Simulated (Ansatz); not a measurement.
LaSc:

```
CELL_PARAMETERS angstrom
3.94804 0.00000 0.00000
0.00000 3.94804 0.00000
0.00000 0.00000 3.94804
ATOMIC_POSITIONS crystal
La 0.00000 0.00000 0.00000
Sc 0.50000 0.50000 0.50000
```

The cell was built by a generator and needn't be a form met in nature.

* Program: Ansatz 0.2.0
* Task: relaxation of cell and atoms
* Functional: revPBE
* Potentials or basis: Ansatz PAW
* Cutoff: 420 eV (not typed: the program's choice for these potentials)
* k mesh: 7 × 7 × 7
* Occupations: fermi-dirac, width 0.05 eV
* Spin: no spin polarisation

At the start: volume 30.77 Å³/atom.

Q: How do energy, volume and symmetry change on relaxing?

A: It ends after 4 steps and the volume is 31.75 Å³/atom (+3.2 %); space group Pm-3m (No. 221, to 0.05 Å).

Step by step:
| step | energy change (eV) | largest force (eV/Å) | volume (Å³) |
| --- | --- | --- | --- |
| 1 | 0.0000 | 0.0000 | 61.54 |
| 2 | -0.0065 | 0.0000 | 63.25 |
| 3 | -0.0066 | 0.0000 | 63.49 |
| 4 | -0.0068 | 0.0000 | 63.49 |

Final structure:
```cif
data_structure
_symmetry_space_group_name_H-M 'P 1'
_symmetry_Int_Tables_number 1
_cell_length_a 3.9894
_cell_length_b 3.9894
_cell_length_c 3.9894
_cell_angle_alpha 90.000
_cell_angle_beta 90.000
_cell_angle_gamma 90.000
_cell_volume 63.49
loop_
_atom_site_label
_atom_site_type_symbol
_atom_site_fract_x
_atom_site_fract_y
_atom_site_fract_z
_atom_site_occupancy
La1 La 0.00000 0.00000 0.00000 1
Sc1 Sc 0.50000 0.50000 0.50000 1
```

Caveat: the plane-wave basis is chosen anew once the cell has moved, so the energies of steps on either side of that aren't comparable; the PAW data sets come from PBE, with cores solved anew for the run's functional, which leaves a small shift of forces and pressure.
